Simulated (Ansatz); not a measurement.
# PdOS: the cell at several levels of theory

How does the equilibrium cell of PdOS as a Janus 1T monolayer depend on the functional? It is relaxed with PBE, r2SCAN, PBEsol, LDA and HSE06. This is a trial cell built on a prototype, not taken from a measured structure, and it needn't be the compound's ground state.

The runs shown are made with Ansatz 0.2.0. PAW datasets, plane waves, zero pressure. (Calculated; spin-unpolarised; the phase may be known or hypothetical.)

## Step 1: The structure to begin with

In-plane lattice: a = 3.300 Å, b = 3.300 Å, γ = 120.0°; thickness between the outer nuclei 2.68 Å. Near Pd stand 3 S at 2.33 Å and 3 O at 2.33 Å; near O stand 3 Pd at 2.33 Å; near S stand 3 Pd at 2.33 Å.

As a file:

```
CELL_PARAMETERS angstrom
3.30029 0.00000 0.00000
-1.65014 2.85813 0.00000
0.00000 0.00000 18.00000
ATOMIC_POSITIONS crystal
Pd 0.00000 0.00000 0.50000
O 0.33333 0.66667 0.57450
S 0.66667 0.33333 0.42550
```
Periodic in the plane only; c spans the vacuum.

## Step 2: Relaxing with PBE

input.yaml

```yaml
crystal:
  lattice:
    - [3.30028874, 0.0, 0.0]
    - [-1.65014437, 2.8581338887, 0.0]
    - [0.0, 0.0, 18.0]
  atoms:
    - { symbol: Pd, position: [0.0, 0.0, 0.5] }
    - { symbol: O, position: [0.3333333333, 0.6666666667, 0.5745018233] }
    - { symbol: S, position: [0.6666666667, 0.3333333333, 0.4254981767] }
  periodic: [true, true, false]
kpoints:
  mp_grid: { grid: [12, 12, 1] }
hamiltonian:
  xc: pbe
scf:
  occupations: { method: fermi_dirac, width: 0.02 }
relax:
  f_tol: 0.005
  cell: {}
output:
  write_density: true
  write_potential: true
  elf: true
  volumetric_format: npy
```

Started as:

```sh
> ansatz run input.yaml --threads 4 --pin off --max-ram 5529MiB --backend cpu --events-out ev --progress --plain --runs-dir out
```

The runs that follow: Relaxation with r2SCAN; Relaxation with PBEsol; Relaxation with LDA; Relaxation with HSE06.

**Question.** What will these runs give? Wanted: for each run, a; area; SCF geometries.

**Answer**, as computed:

| level | a (Å) | area (Å²/atom) | SCF geometries |
| --- | --- | --- | --- |
| PBE | 3.330 | 3.200 | 7 |
| r2SCAN | 3.290 | 3.124 | 6 |
| PBEsol | 3.284 | 3.113 | 6 |
| LDA | 3.256 | 3.061 | 8 |
| HSE06 | 3.265 | 3.078 | 5 |

What this shows: From the start to the first minimum the area moved by +1.8 %. LDA gives the smallest cell and PBE the largest; they differ by 4.5 % in area, a mean of 2.2 % in length. The meshes differ: PBE 12×12×1, r2SCAN 12×12×1, PBEsol 12×12×1, LDA 12×12×1, HSE06 6×6×1.
